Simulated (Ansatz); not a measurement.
**CH₄LiNSi (SMILES [Li][NH][SiH]=C): one structure at several levels**

Aim: energy, forces and dipole at a structure displaced at random from a GFN2-xTB minimum, from CCSD(T) and from density functionals.

Method: single points in def2-TZVPP; program: Ansatz 0.2.0, Gaussian basis.

Cores are frozen in the correlated methods. The outer core shell of Li, Na, Mg and K is correlated.

## (1) The system as given

SMILES `[Li][NH][SiH]=C`, 8 atoms, charge 0, spin multiplicity 1.

Atoms are counted from 1 here; the program's logs count them from 0.

Bond lengths: Li1–N2 1.804 Å, N2–Si3 1.677 Å, N2–H5 1.127 Å, Si3–C4 1.881 Å, Si3–H6 1.705 Å, C4–H7 1.057 Å, C4–H8 0.920 Å. Angles: Li1–N2–Si3 131.7°, Li1–N2–H5 115.3°, Si3–N2–H5 111.2°, N2–Si3–C4 131.6°, N2–Si3–H6 95.9°, C4–Si3–H6 129.5°, Si3–C4–H7 126.7°, Si3–C4–H8 115.0°, H7–C4–H8 111.3°.

Geometry (Å):

```csv
atom,x (Å),y (Å),z (Å)
Li1,-0.4625,2.9864,-0.9755
N2,0.1408,1.3043,-0.7290
Si3,-0.3719,0.0730,0.2869
C4,0.2708,-1.6745,0.5544
H5,0.8060,0.9067,-1.5477
H6,-1.2637,1.0743,1.3408
H7,0.8053,-2.2653,-0.1409
H8,-0.2420,-2.1963,1.1129
```

## (2) CCSD(T)/def2-TZVPP

File run/in.yaml:

```yaml
crystal:
  periodic: [false, false, false]
  atoms:
    - {symbol: Li, position_ang: [-0.462500, 2.986400, -0.975500]}
    - {symbol: N, position_ang: [0.140800, 1.304300, -0.729000]}
    - {symbol: Si, position_ang: [-0.371900, 0.073000, 0.286900]}
    - {symbol: C, position_ang: [0.270800, -1.674500, 0.554400]}
    - {symbol: H, position_ang: [0.806000, 0.906700, -1.547700]}
    - {symbol: H, position_ang: [-1.263700, 1.074300, 1.340800]}
    - {symbol: H, position_ang: [0.805300, -2.265300, -0.140900]}
    - {symbol: H, position_ang: [-0.242000, -2.196300, 1.112900]}
basis:
  gaussian: {orbitals: def2-TZVPP}
correlation: {method: ccsd_t}
output: {forces: true}
```

No record of the launch command was kept for these runs.

## (3) PBE0-D4/def2-TZVPP

Changes to run/in.yaml since step 2:

```diff
@@ -13,3 +13,3 @@
   gaussian: {orbitals: def2-TZVPP}
-correlation: {method: ccsd_t}
-output: {forces: true}
+hamiltonian: {xc: pbe0, dispersion: d4}
+output: {forces: true, orbitals: {seedname: orbitals}}
```

## (4) wB97M-V/def2-TZVPP

Changes to run/in.yaml since step 3:

```diff
@@ -13,3 +13,3 @@
   gaussian: {orbitals: def2-TZVPP}
-hamiltonian: {xc: pbe0, dispersion: d4}
-output: {forces: true, orbitals: {seedname: orbitals}}
+hamiltonian: {xc: {name: wB97M-V}}
+output: {forces: true}
```

## (5) r2SCAN-D4/def2-TZVPP

Changes to run/in.yaml since step 4:

```diff
@@ -13,3 +13,3 @@
   gaussian: {orbitals: def2-TZVPP}
-hamiltonian: {xc: {name: wB97M-V}}
+hamiltonian: {xc: r2scan, dispersion: d4}
 output: {forces: true}
```

## (6) PBE-D4/def2-TZVPP

Changes to run/in.yaml since step 5:

```diff
@@ -13,3 +13,3 @@
   gaussian: {orbitals: def2-TZVPP}
-hamiltonian: {xc: r2scan, dispersion: d4}
+hamiltonian: {xc: pbe, dispersion: d4}
 output: {forces: true}
```

## (7) BLYP-D4/def2-TZVPP

Changes to run/in.yaml since step 6:

```diff
@@ -13,3 +13,3 @@
   gaussian: {orbitals: def2-TZVPP}
-hamiltonian: {xc: pbe, dispersion: d4}
+hamiltonian: {xc: {name: BLYP}, dispersion: d4}
 output: {forces: true}
```

## (8) wB97X-V/def2-TZVPP

Changes to run/in.yaml since step 7:

```diff
@@ -13,3 +13,3 @@
   gaussian: {orbitals: def2-TZVPP}
-hamiltonian: {xc: {name: BLYP}, dispersion: d4}
+hamiltonian: {xc: {name: wB97X-V}}
 output: {forces: true}
```

(Steps that only read results are left out.)

**Question.** What will these runs give? Wanted: energy less free atoms, CCSD(T)/def2-TZVPP; RMS force component; RMS force error; HOMO and LUMO, PBE0-D4; T1 diagnostic.

**Answer**, as computed:

| quantity | value |
| --- | --- |
| energy less free atoms, CCSD(T)/def2-TZVPP | -2381.6 kJ/mol |
| RMS force component | 3.012 to 3.165 eV/Å over the methods |
| RMS force error | PBE0-D4 0.113, wB97M-V 0.150, r2SCAN-D4 0.069, PBE-D4 0.133, BLYP-D4 0.145, wB97X-V 0.180 eV/Å |
| HOMO and LUMO, PBE0-D4 | -4.44 and -1.43 eV |
| T1 diagnostic | 0.016 |

**Reading.** Against CCSD(T) the functionals' energies less atoms differ by -137.7 to -64.5 kJ/mol, PBE-D4 by -137.7 kJ/mol. CCSD(T) in triple zeta still lacks some correlation energy of the bonds, so part of these gaps is its own basis error and they don't rank the functionals. On forces the order runs from r2SCAN-D4 to wB97X-V. Frozen-core CCSD(T) forces in triple zeta carry basis errors of their own, and this is one geometry, so small gaps rank nothing. The restricted Hartree–Fock reference is unstable towards an unrestricted one at one or more of these structures.
